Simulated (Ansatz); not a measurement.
# Te: the cost of one run

Method: DFT PBEsol, scalar-relativistic, plane waves, PAW, in Ansatz 0.2.0.

**1. The starting structure**

Symmetry: R-3m, No. 166, trigonal system. The conventional cell has a = 4.501 Å, b = 4.501 Å, c = 5.330 Å, α = 90.00°, β = 90.00°, γ = 120.00°. Around Te (site symmetry -3m) lie 6 Te at 3.15 Å.

As a file:

```xyz
1
Lattice="2.2506 1.2994 1.7768 -2.2506 1.2994 1.7768 0.0000 -2.5988 1.7768" Properties=species:S:1:pos:R:3 pbc="T T T"
Te    0.0000    0.0000    2.6652
```

It goes back to an entry of the Materials Project, which need not be the stable form.

It is the result of an earlier relaxation at this level (volume 31.18 Å³/atom; gap on the mesh: none (metal)).

**2. Plan of the line**

The energy is mapped over two homogeneous strains (x along [1 0 0], y along [1 2 0], z along [0 0 1] of the conventional cell).

The axes are (1) engineering shear strain xz: 7 values from −14.0 %; (2) normal strain along z: 7 values from −7.00 %.

Nothing else is relaxed (symmetry fixes all fractional coordinates). Energies count from the relaxed crystal. Points are written as (first, second).

**3. Point (0.0 %, −7.00 %)**

The input, input.yaml:

```yaml
crystal:
  lattice:
    - [2.2506127899, 1.2993919001, 1.6524406802]
    - [-2.2506127899, 1.2993919001, 1.6524406802]
    - [0.0, -2.5987838001, 1.6524406803]
  atoms:
    - { symbol: Te, position: [0.5, 0.5, 0.5] }
basis:
  ecutwfc: 420
kpoints:
  mp_grid: { grid: [15, 15, 15] }
hamiltonian:
  xc: pbesol
  pseudopotentials: { kind: paw }
scf:
  occupations: { method: gaussian, width: 0.15 }
output:
  forces: true
  stress: true
  eigenvalues: true
```

Run with:

```
ansatz run input.yaml --threads 1 --pin off --max-ram 2048MiB --backend cpu --events-out ev --progress --plain --runs-dir out
```

Q: Estimate wall time and peak memory on 1 thread of Arm Neoverse N1, shared host.

About 11 s, with a peak of 0.37 GiB.
